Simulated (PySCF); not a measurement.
# CH3FInNO (SMILES [NH2][In]([F])[CH]=O): levels of theory compared

We compute a comparison of 3 runs (HF/def2-SVP, BLYP/def2-SVPD, MP2/def2-SVP) of CH3FInNO. The job is set up through a Python script.

Program for the calculation: PySCF 2.14.0.

### 1 Starting point

CH3FInNO has 8 atoms, charge 0, and is taken as a singlet. As SMILES, `[NH2][In]([F])[CH]=O`. The shape comes from GFN2-xTB, which is rough for such elements, and wasn't checked as a minimum. This is one conformer, not always the lowest.

Bond lengths: N1–In2 2.104 Å, In2–F3 2.006 Å, In2–C4 2.329 Å, C4–O5 1.177 Å, N1–H6 1.018 Å, N1–H7 1.019 Å, C4–H8 1.105 Å. Angles: N1–In2–F3 111.8°, N1–In2–C4 154.4°, F3–In2–C4 92.4°, In2–C4–O5 127.1°, In2–N1–H6 112.6°, In2–N1–H7 104.5°, In2–C4–H8 107.4°, O5–C4–H8 125.5°, H6–N1–H7 106.7°.

### 2 Energy and gradient at HF/def2-SVP (core potential) (run 1)

File calc.py:

```python
# [NH2][In]([F])[CH]=O
import pyscf.grad
from pyscf import gto, scf

molecule = gto.M(
    atom='''
N   -0.690660   0.615760   2.042400
In   0.073030   0.067870   0.159710
F    2.076520  -0.029940   0.167110
C   -0.060590  -0.862490  -1.971690
O   -1.037950  -1.093750  -2.584650
H   -1.426100   1.316050   1.976940
H    0.094230   1.058600   2.517060
H    0.971520  -1.072090  -2.306870
''',
    ecp={'In': 'def2-svp'},
    verbose=4,
    charge=0,
    max_memory=1860,
    basis='def2-svp',
)

hf = scf.RHF(molecule)
hf.conv_tol = 1e-10
hf.kernel()
if not hf.converged:
    hf = hf.newton().run(hf.mo_coeff, hf.mo_occ)

etot = hf.e_tot
print('Final energy', etot)
grad = hf.Gradients().kernel()
hf.analyze()
```

Command:

```console
$ OMP_NUM_THREADS=1 python calc.py
```

The program printed:

```text
PySCF version 2.14.0

[... 89 lines left out ...]
Two-electron Energy =                  483.003625654162875
[... 10 lines left out ...]
MO #7   energy= -3.66898642902336  occ= 2
[... 8 lines left out ...]
MO #16  energy= -1.03489848791073  occ= 2
[... 8 lines left out ...]
MO #25  energy= -0.511323686738947 occ= 2
[... 8 lines left out ...]
MO #34  energy= 0.250103022981517  occ= 0
[... 8 lines left out ...]
MO #43  energy= 0.574662320415193  occ= 0
[... 8 lines left out ...]
MO #52  energy= 0.981830421838272  occ= 0
[... 8 lines left out ...]
MO #61  energy= 1.56473036994373   occ= 0
[... 8 lines left out ...]
MO #70  energy= 2.01458107183599   occ= 0
[... 8 lines left out ...]
MO #79  energy= 2.88994115454922   occ= 0
[... 8 lines left out ...]
MO #88  energy= 3.57125400259463   occ= 0
[... 8 lines left out ...]
MO #97  energy= 61.6585525876735   occ= 0
[... 69 lines left out ...]
pop of  3 C 3dx2-y2       0.00402
pop of  4 O 1s            1.99997
pop of  4 O 2s            1.64687
pop of  4 O 3s            0.01067
pop of  4 O 2px           1.64303
pop of  4 O 2py           1.38985
pop of  4 O 2pz           1.66526
pop of  4 O 3px           0.00449
pop of  4 O 3py           0.00221
pop of  4 O 3pz           0.00606
pop of  4 O 3dxy          0.00270
pop of  4 O 3dyz          0.00101
pop of  4 O 3dz^2         0.00157
pop of  4 O 3dxz          0.00552
pop of  4 O 3dx2-y2       0.00329
pop of  5 H 1s            0.78920
pop of  5 H 2s            0.01282
pop of  5 H 2px           0.00184
pop of  5 H 2py           0.00181
pop of  5 H 2pz           0.00150
pop of  6 H 1s            0.78547
pop of  6 H 2s            0.01589
pop of  6 H 2px           0.00182
pop of  6 H 2py           0.00133
pop of  6 H 2pz           0.00229
pop of  7 H 1s            0.89064
pop of  7 H 2s            0.01540
pop of  7 H 2px           0.00254
pop of  7 H 2py           0.00061
pop of  7 H 2pz           0.00112
 ** Mulliken atomic charges  **
charge of    0N =     -1.04053
charge of    1In =      2.01033
charge of    2F =     -0.86809
charge of    3C =     -0.19492
charge of    4O =     -0.38250
charge of    5H =      0.19282
charge of    6H =      0.19320
charge of    7H =      0.08969
Dipole moment(X, Y, Z, Debye): -1.74716,  2.04952,  0.48420
```

Wall time 13 s (1 thread of Intel Xeon at 2.70GHz, shared host); peak memory 0.2 GiB.

### 3 Energy and forces at BLYP/def2-SVPD (core potential) (run 2)

File run.py:

```python
from pyscf import gto, dft

molecule = gto.M(
    atom=[
    ('N', (-0.690660, 0.615760, 2.042400)),
    ('In', (0.073030, 0.067870, 0.159710)),
    ('F', (2.076520, -0.029940, 0.167110)),
    ('C', (-0.060590, -0.862490, -1.971690)),
    ('O', (-1.037950, -1.093750, -2.584650)),
    ('H', (-1.426100, 1.316050, 1.976940)),
    ('H', (0.094230, 1.058600, 2.517060)),
    ('H', (0.971520, -1.072090, -2.306870)),
],
    ecp={'In': 'def2-svp'},
    verbose=4,
    basis='def2-svpd',
    max_memory=1860,
)

ks = dft.RKS(molecule)
ks.xc = 'blyp'
ks.grids.level = 5
ks.conv_tol = 1e-10
ks.kernel()
if not ks.converged:
    ks = ks.newton().run(ks.mo_coeff, ks.mo_occ)

energy = ks.e_tot
print('E(%s) = %.9f' % ('BLYP', energy))
grad = ks.nuc_grad_method().kernel()
dip = ks.dip_moment()
pop, q = ks.mulliken_pop()
```

Command:

```console
$ OMP_NUM_THREADS=1 python run.py
```

The program printed:

```text
PySCF version 2.14.0

[... 88 lines left out ...]
converged SCF energy = -459.596634872054
[... 13 lines left out ...]
Dipole moment(X, Y, Z, Debye): -1.83955,  1.12598, -0.35201
[... 112 lines left out ...]
pop of  4 O 3dxz          0.00564
pop of  4 O 3dx2-y2       0.00409
pop of  4 O 4dxy          0.00877
pop of  4 O 4dyz          0.00631
pop of  4 O 4dz^2         0.01160
pop of  4 O 4dxz         -0.00032
pop of  4 O 4dx2-y2       0.01150
pop of  5 H 1s            0.74423
pop of  5 H 2s            0.25085
pop of  5 H 2px           0.01741
pop of  5 H 2py           0.01624
pop of  5 H 2pz           0.01103
pop of  5 H 3px           0.02730
pop of  5 H 3py           0.01689
pop of  5 H 3pz           0.01409
pop of  6 H 1s            0.74297
pop of  6 H 2s            0.20856
pop of  6 H 2px           0.01779
pop of  6 H 2py           0.01283
pop of  6 H 2pz           0.01387
pop of  6 H 3px           0.00697
pop of  6 H 3py           0.01077
pop of  6 H 3pz           0.01779
pop of  7 H 1s            0.75220
pop of  7 H 2s            0.33239
pop of  7 H 2px           0.01348
pop of  7 H 2py           0.00310
pop of  7 H 2pz           0.00468
pop of  7 H 3px           0.04320
pop of  7 H 3py           0.00546
pop of  7 H 3pz           0.00531
 ** Mulliken atomic charges  **
charge of    0N =      0.07887
charge of    1In =      0.51808
charge of    2F =     -0.63497
charge of    3C =      0.56624
charge of    4O =     -0.23879
charge of    5H =     -0.09805
charge of    6H =     -0.03155
charge of    7H =     -0.15982
```

It took 90 s on 1 thread of Intel Xeon at 2.70GHz, shared host; peak memory 1.6 GiB.

### 4 Energy and gradient at MP2/def2-SVP (core potential) (run 3)

File run.py:

```python
import pyscf.grad
from pyscf import gto, scf, mp

mol = gto.M(
    atom='''
N     -0.690660     0.615760     2.042400
In     0.073030     0.067870     0.159710
F      2.076520    -0.029940     0.167110
C     -0.060590    -0.862490    -1.971690
O     -1.037950    -1.093750    -2.584650
H     -1.426100     1.316050     1.976940
H      0.094230     1.058600     2.517060
H      0.971520    -1.072090    -2.306870
''',
    verbose=4,
    charge=0,
    ecp={'In': 'def2-svp'},
    basis='def2-svp',
    max_memory=1860,
)

mf = scf.RHF(mol)
mf.conv_tol = 1e-10
mf.kernel()
if not mf.converged:
    mf = mf.newton().run(mf.mo_coeff, mf.mo_occ)

pt = mp.MP2(mf, frozen=8).run()
etot = pt.e_tot
print('Final energy', etot)
grad = pt.Gradients().kernel()
dip = mf.dip_moment()
pop, q = mf.mulliken_pop()
```

Command:

```console
$ OMP_NUM_THREADS=1 python run.py
```

The program printed:

```text
PySCF version 2.14.0

[... 72 lines left out ...]
converged SCF energy = -457.33701367961
[... 8 lines left out ...]
Final energy -458.09496915157774
[... 8 lines left out ...]
Dipole moment(X, Y, Z, Debye): -1.74716,  2.04952,  0.48420
[... 67 lines left out ...]
pop of  3 C 3dxz          0.02323
pop of  3 C 3dx2-y2       0.02022
pop of  4 O 1s            1.99104
pop of  4 O 2s            1.08594
pop of  4 O 3s            0.70865
pop of  4 O 2px           0.99942
pop of  4 O 2py           0.79350
pop of  4 O 2pz           1.00061
pop of  4 O 3px           0.50566
pop of  4 O 3py           0.58228
pop of  4 O 3pz           0.59618
pop of  4 O 3dxy          0.00572
pop of  4 O 3dyz          0.00205
pop of  4 O 3dz^2         0.00350
pop of  4 O 3dxz          0.00707
pop of  4 O 3dx2-y2       0.00467
pop of  5 H 1s            0.70862
pop of  5 H 2s            0.10231
pop of  5 H 2px           0.02021
pop of  5 H 2py           0.01793
pop of  5 H 2pz           0.01108
pop of  6 H 1s            0.70807
pop of  6 H 2s            0.09706
pop of  6 H 2px           0.02092
pop of  6 H 2py           0.01300
pop of  6 H 2pz           0.01509
pop of  7 H 1s            0.75259
pop of  7 H 2s            0.14470
pop of  7 H 2px           0.01744
pop of  7 H 2py           0.00216
pop of  7 H 2pz           0.00390
 ** Mulliken atomic charges  **
charge of    0N =     -0.54910
charge of    1In =      1.02903
charge of    2F =     -0.62981
charge of    3C =      0.07126
charge of    4O =     -0.28630
charge of    5H =      0.13985
charge of    6H =      0.14586
charge of    7H =      0.07922
```

It took 29 s on 1 thread of Intel Xeon at 2.70GHz, shared host; peak memory 0.91 GiB.

### 5 Overview of the runs

```tsv
run	level	integration grid	frozen core orbitals	energy (Eh)	dipole moment (D) of the reference	HOMO energy (eV)	LUMO energy (eV)	wall time
1	HF/def2-SVP (core potential)	–	–	-457.337014	2.74	-9.75	0.69	13 s
2	BLYP/def2-SVPD (core potential)	5	–	-459.596635	2.19	-5.90	-3.38	90 s
3	MP2/def2-SVP (core potential)	–	8	-458.094969	2.74	-9.75	0.69	29 s
```

### 6 Summary of results

| quantity | value |
| --- | --- |
| run 3: total energy | -458.09497 Eh |
| run 3: dipole moment (Hartree–Fock density) | 2.74 D |
| run 3: HOMO energy (Hartree–Fock orbitals) | -9.75 eV |
| run 3: LUMO energy (Hartree–Fock orbitals) | 0.69 eV |
| run 3: HOMO–LUMO gap (Hartree–Fock orbitals) | 10.44 eV |
| run 3: correlation energy (8 core orbitals frozen) | -758.0 mEh |
| run 3: largest force on an atom | 2.610 eV/Å |

All runs together took 2.2 min, the longest 90 s.
